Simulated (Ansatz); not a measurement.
**TiCH₂+ (doublet): wave-function methods side by side, def2-SVP**

An exercise on one series of results from a longer session: the logs are not shown, and one member is left open.

Program: Ansatz 0.2.0, Gaussian basis. Level of theory: def2-SVP, core rule «outside noble gas», up to 10 orbitals frozen. These are calculated values, not measurements.

The runs, in order: UHF; CCSD(T) on ROHF; CCSD(T) on UHF; CISD as a restricted active space (open shells left free, so some higher excitations enter); CCSDT(Q) on ROHF; CCSDT(Q) on UHF; CASSCF and MRCISD+Q, 9 electrons in 9 orbitals; CASSCF and NEVPT2, 9 electrons in 9 orbitals.

11 further runs of the same task are left out: 5 that didn't finish, 6 set aside as unsound or not needed. Runs told in other sessions of the task aren't counted.

## What is computed

The geometry is a PBE0/def2-TZVP stationary point (not a proven minimum).

4 atoms, charge 1, spin multiplicity 2.

Atoms are counted from 1 here; the program's logs count them from 0.

Bond lengths: Ti1–C2 1.861 Å, C2–H3 1.095 Å, C2–H4 1.095 Å. Angles: Ti1–C2–H3 123.5°, Ti1–C2–H4 123.5°, H3–C2–H4 112.9°.

Geometry (Å):

```
Ti    0.0000    0.0000    0.4415
C     0.0000    0.0000   -1.4196
H     0.0000   -0.9125   -2.0244
H     0.0000    0.9125   -2.0244
```

Set-up of the first run:

Input file in.yaml:

```yaml
crystal:
  periodic: [false, false, false]
  atoms:
    - {symbol: Ti, position_ang: [0.000000, 0.000000, 0.441460]}
    - {symbol: C, position_ang: [0.000000, 0.000000, -1.419602]}
    - {symbol: H, position_ang: [0.000000, -0.912483, -2.024398]}
    - {symbol: H, position_ang: [0.000000, 0.912483, -2.024398]}
basis:
  gaussian: {orbitals: def2-SVP}
total_charge: 1
magnetization: {spin_polarized: true, initial_magnetization: 1}
hamiltonian: {xc: hf}
output: {orbitals: {seedname: orbitals}}
```

Launch:

```sh
$ ansatz run in.yaml --threads 1 --pin off --events-out ev --progress --plain --max-ram 2393MiB
```

Steps of the session up to this table: UHF; CCSD(T) on ROHF; CCSD(T) on UHF; CISD as a restricted active space (open shells left free, so some higher excitations enter); CCSDT(Q) on ROHF; CCSDT(Q) on UHF; CASSCF and MRCISD+Q, 9 electrons in 9 orbitals; CASSCF and NEVPT2, 9 electrons in 9 orbitals.

One of the session's tables, all rows but one given; the rest of the session is left out.

| method | from RCCSDT(Q) (meV) |
| --- | --- |
| ROHF | ? |
| UHF | +5630.0 |
| RMP2 | +1240.4 |
| UMP2 | +1478.9 |
| RCCSD | +498.0 |
| UCCSD | +399.2 |
| RCCSD(T) | +91.9 |
| UCCSD(T) | +122.8 |
| RCCSDT | +38.0 |
| UCCSDT | +2.3 |
| RCCSDT(Q) | 0 |
| UCCSDT(Q) | -42.0 |
| CASSCF frontier | +3392.9 |
| NEVPT2 frontier | +857.4 |
| MRCISD frontier | +217.7 |
| MRCISD+Q frontier | +36.1 |

**Question.** Estimate the row for ROHF.

As computed: from RCCSDT(Q) (meV): +7166.8. In the column «from RCCSDT(Q) (meV)» it is the highest.

Not comparable, so not listed: CISD as a restricted active space (open shells left free, so some higher excitations enter) (they don't share determinant, frozen orbitals or solution with the rows shown, or repeat one).

To keep in mind: The determinant of HF (⟨S²⟩ 1.59) is far from a pure spin state, so its energy mixes those of several spin states; that is harmless only where they are near-degenerate. The determinant of CCSD(T) (⟨S²⟩ 1.58) is far from a pure spin state, so its energy mixes those of several spin states; high orders of coupled cluster remove much of that, low ones don't. The determinant of CCSDT(Q) (⟨S²⟩ 1.58) is far from a pure spin state, so its energy mixes those of several spin states; high orders of coupled cluster remove much of that, low ones don't. Warnings: spin contamination; large T1 diagnostic. Restricted and unrestricted rows rest on different reference determinants; a gap between their highest levels can come from leftover correlation error, from unlike frozen cores or from another state.
